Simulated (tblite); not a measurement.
# C2H14BNSi3: the cost of one run

Computed with tblite 0.8.0 and PySCF 2.14.0, with density-fitted response routines of our own, on a single molecule, in the gas phase or a continuum. Atoms count from 0, in the outputs and in this text.

## 1. The molecule as given

21 atoms, charge 0, multiplicity 1; geometry from: force field or distance geometry start.

Bonds of the start (Å): C0–B1 1.59, B1–C2 1.58, B1–Si3 1.94, Si3–N4 1.76, N4–Si5 1.79, N4–Si6 1.79, C0–H7 1.12, C0–H8 1.12, C0–H9 1.11, C2–H10 1.11, C2–H11 1.13, C2–H12 1.11, Si3–H13 1.49, Si3–H14 1.45, Si5–H15 1.46, Si5–H16 1.48, Si5–H17 1.47, Si6–H18 1.47, Si6–H19 1.46, Si6–H20 1.45.

## 2. Optimising the geometry with GFN2-xTB

Job settings and geometry (Å):

```
{"job": {"kind": "relax", "xc": "GFN2-xTB", "basis": "xTB"}, "charge": 0, "multiplicity": 1}
C      1.989600     1.006500     1.277100
B      1.691300     0.091700     0.006100
C      2.836900    -0.493500    -0.911800
Si    -0.019100    -0.821700    -0.011300
N     -1.342700     0.329700     0.169000
Si    -2.016900     0.920600    -1.376700
Si    -2.654000    -0.498900     1.052700
H      1.013000     1.251800     1.777600
H      2.478500     1.951000     0.939000
H      2.620100     0.454700     2.010800
H      3.690100     0.198900    -1.037100
H      2.390900    -0.722700    -1.919900
H      3.241600    -1.455400    -0.543100
H     -0.041700    -1.665400     1.217900
H     -0.161800    -1.740700    -1.124000
H     -0.987900     1.230500    -2.365500
H     -2.774100     2.151000    -1.038000
H     -3.018500    -0.045400    -1.864200
H     -2.472200    -0.171600     2.470900
H     -3.928600    -0.036300     0.511600
H     -2.543400    -1.917500     0.758200
```

Launch:

```sh
> OMP_NUM_THREADS=1 python probes_run.py task.json out
```

One launch serves the whole session: the jobs run in the order shown.

Q: Estimate the wall time and peak memory of this first job on 1 thread of Arm Neoverse V1, shared host.

About 1.4 s, with a peak of 0.18 GiB.
